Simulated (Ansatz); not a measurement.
# Nb2PdSe5: the cost of one run

Program: Ansatz 0.2.0. Level of theory: DFT PBE, scalar-relativistic, plane waves, PAW, unless a step names another level. These are calculated values, not measurements.

2 further runs of the same task are left out: 1 that didn't finish, 1 set aside as unsound or not needed.

### Step 1. The structure to begin with

It takes space group P31m (No. 157, trigonal). The conventional cell has a = 6.886 Å, b = 6.886 Å, c = 7.062 Å, α = 90.00°, β = 90.00°, γ = 120.00°. Nb (site symmetry 3) has 4 Se at 2.29 to 2.51 Å as nearest neighbours. Around Pd (site symmetry 3m) lie 3 Se at 2.47 Å. Se (site symmetry 3) is surrounded by 1 Nb at 2.29 Å. Se (site symmetry m) has 1 Pd at 2.47 Å and 2 Nb at 2.51 Å as nearest neighbours.

Coordinates:

```
CELL_PARAMETERS angstrom
6.88622 0.00000 0.00000
-3.44311 5.96364 0.00000
0.00000 0.00000 7.06199
ATOMIC_POSITIONS crystal
Nb 0.33333 0.66667 0.75670
Nb 0.66667 0.33333 0.75670
Pd 0.00000 0.00000 0.78715
Se 0.33333 0.66667 0.43285
Se 0.66667 0.33333 0.43285
Se 0.33769 0.00000 0.90349
Se 0.00000 0.33769 0.90349
Se 0.66231 0.66231 0.90349
```

It came out lowest among 19 distinct ends of the trial cells. At a tolerance of 0.02 Å it has space group P31m (No. 157).

### Step 2. A stricter relaxation, on the response runs' mesh and smearing

Input file input.yaml:

```yaml
crystal:
  lattice:
    - [6.8862179627, 0.0, 0.0]
    - [-3.4431089813, 5.9636396917, 0.0]
    - [0.0, 0.0, 7.0619865284]
  atoms:
    - { symbol: Nb, position: [0.3333333333, 0.6666666667, 0.7566969098] }
    - { symbol: Nb, position: [0.6666666667, 0.3333333333, 0.7566969098] }
    - { symbol: Pd, position: [0.0, 0.0, 0.7871464725] }
    - { symbol: Se, position: [0.3333333333, 0.6666666667, 0.4328476768] }
    - { symbol: Se, position: [0.6666666667, 0.3333333333, 0.4328476768] }
    - { symbol: Se, position: [0.3376949475, 0.0, 0.9034948281] }
    - { symbol: Se, position: [0.0, 0.3376949475, 0.9034948281] }
    - { symbol: Se, position: [0.6623050525, 0.6623050525, 0.9034948281] }
basis:
  ecutwfc: 420
kpoints:
  mp_grid: { grid: [6, 6, 4] }
hamiltonian:
  xc: pbe
scf:
  occupations: { method: fixed }
output:
  forces: true
  stress: true
  eigenvalues: true
relax:
  adjacent_minimum: "off"
  f_tol: 0.001
  max_steps: 60
  cell: { stress_tol: 0.01 }
```

On the command line:

```bash
ansatz run input.yaml --threads 3 --pin off --max-ram 7680MiB --backend cpu --events-out ev --progress --plain --runs-dir out
```

Q: Estimate wall time and peak memory on 3 threads of Intel Xeon Platinum 8375C at 2.90GHz (Ice Lake), shared host.

About 59 s, with a peak of 0.92 GiB.
